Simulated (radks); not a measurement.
# Sm²⁺ in [Xe] 4f4 5f2: an all-electron calculation

Wanted: eigenvalues, radial structure and energy terms of the samarium ion Sm2+.

Program: radks (a radial shooting solver on a logarithmic mesh, Libxc functionals) version 1. Level of theory: scalar-relativistic Kohn-Sham, r2SCAN, spin-unpolarised, spherical densities, finite nucleus. These are calculated values, not measurements, unless marked.

## (1) The atom as given

* element: samarium (Z = 62)
* charge: +2
* electrons: 60
* configuration: [Xe] 4f4 5f2
* nuclear rms radius: 5.0819 fm

Outer shells as boxes (Hund's rule):

Sm²⁺
```
[Xe] core
4f [↑ ][↑ ][↑ ][↑ ][  ][  ][  ]
5f [↑ ][↑ ][  ][  ][  ][  ][  ]
```

## (2) The calculation

Input:

```text
Z 62
configuration [Xe] 4f4 5f2
relativity scalar-relativistic
functional r2scan,r2scan
spin unpolarised
nucleus finite rms 5.0819 fm
c 137.035999084
```

**Question.** What will this run give?

The runs gave:

```
                        quantity                value
                    total energy  -10425.4686 hartree
exchange-correlation share of it               2.25 %
                            −T/E               1.0689
          highest occupied level        5f, -7.124 eV
    most extended occupied level  5f, <r> = 4.88 bohr
 radius at density 0.001 e/bohr³            5.51 bohr
    maxima of the radial density                    5
```

5 principal shells are occupied and 5 maxima appear in the radial density. Relativity lifts −T/E to 1.069. This is not the tabulated ground configuration, so its levels and sizes aren't those of the ground state, and no measured value stands beside it.
